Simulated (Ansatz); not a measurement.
# ClHMoO3: the cost of one run

Method: the settings change from run to run; program: Ansatz 0.2.0, Gaussian basis.

### Step 1. The relaxed structure

An earlier PBE0-D4 in a triple-zeta def2 set relaxation fixed the geometry. Mo takes a core potential in def2 sets; no spin-orbit term is included.

SMILES `[O]=[Mo](=[O])([OH])[Cl]`, 6 atoms, charge 0, spin multiplicity 1.

Atoms are counted from 1 here; the program's logs count them from 0.

Bond lengths: O1–Mo2 1.669 Å, Mo2–O3 1.669 Å, Mo2–O4 1.860 Å, Mo2–Cl5 2.254 Å, O4–H6 0.962 Å. Angles: O1–Mo2–O3 108.0°, O1–Mo2–O4 109.0°, O1–Mo2–Cl5 109.7°, O3–Mo2–O4 110.3°, O3–Mo2–Cl5 109.1°, O4–Mo2–Cl5 110.6°, Mo2–O4–H6 124.3°.

### Step 2. wB97X-V/cc-pVTZ-DK

Input file in.yaml:

```yaml
crystal:
  periodic: [false, false, false]
  atoms:
    - {symbol: O, position_ang: [1.278837, -1.041280, 1.055464]}
    - {symbol: Mo, position_ang: [0.301851, -0.293822, -0.072322]}
    - {symbol: O, position_ang: [-0.647082, -1.464848, -0.789512]}
    - {symbol: O, position_ang: [-0.764708, 0.964392, 0.787420]}
    - {symbol: Cl, position_ang: [1.578013, 0.690367, -1.648794]}
    - {symbol: H, position_ang: [-1.704711, 1.081091, 0.621644]}
basis:
  gaussian: {orbitals: cc-pVTZ-DK}
hamiltonian: {xc: {name: wB97X-V}}
```

Run with:

```bash
> ansatz run in.yaml --threads 4 --pin off --events-out ev --progress --plain --max-ram 10444MiB
```

Q: Estimate wall time and peak memory on 4 threads of Arm Neoverse V1, shared host.

About 11 s, with a peak of 0.75 GiB.
